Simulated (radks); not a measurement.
# Taking charge from the 2s level of Co¹⁹⁺ in fractions

An exercise on one series of results from a longer session: the logs are not shown, and one member is left open.

Method: Dirac Kohn-Sham, PBE, spin-unpolarised, spherical densities, finite nucleus; open shells fill j = l - 1/2 first. Code: radks (a radial shooting solver on a logarithmic mesh, Libxc functionals) version 1.

## What is computed

* element: cobalt (Z = 27)
* charge: +19
* electrons: 8
* configuration: [He] 2s2 2p4
* nuclear rms radius: 3.7875 fm

The first run:

The run's settings:

```text
Z 27
configuration [He] 2s2 2p4
relativity Dirac
functional pbe,pbe
spin unpolarised
j_filling energy
nucleus finite rms 3.7875 fm
c 137.035999084
```

Among the steps run: Start: [He] 2s2 2p4.

One table of the session follows, with a row left open; its other results are not shown here.

Radial moments (bohr):

```
level      <r>  outermost maximum (interpolated)  90 % within
1s1/2  0.05606                            0.0367        0.100
2s1/2   0.2442                             0.208        0.376
2p1/2   0.2105                             0.164        0.342
2p3/2        ?                                 ?            ?
```

**Question.** Estimate the row for 2p3/2.

**Answer.** <r>: 0.2132; outermost maximum (interpolated): 0.167; 90 % within: 0.345. In the column «<r>» it lies between 2p1/2 (0.2105) and 2s1/2 (0.2442).
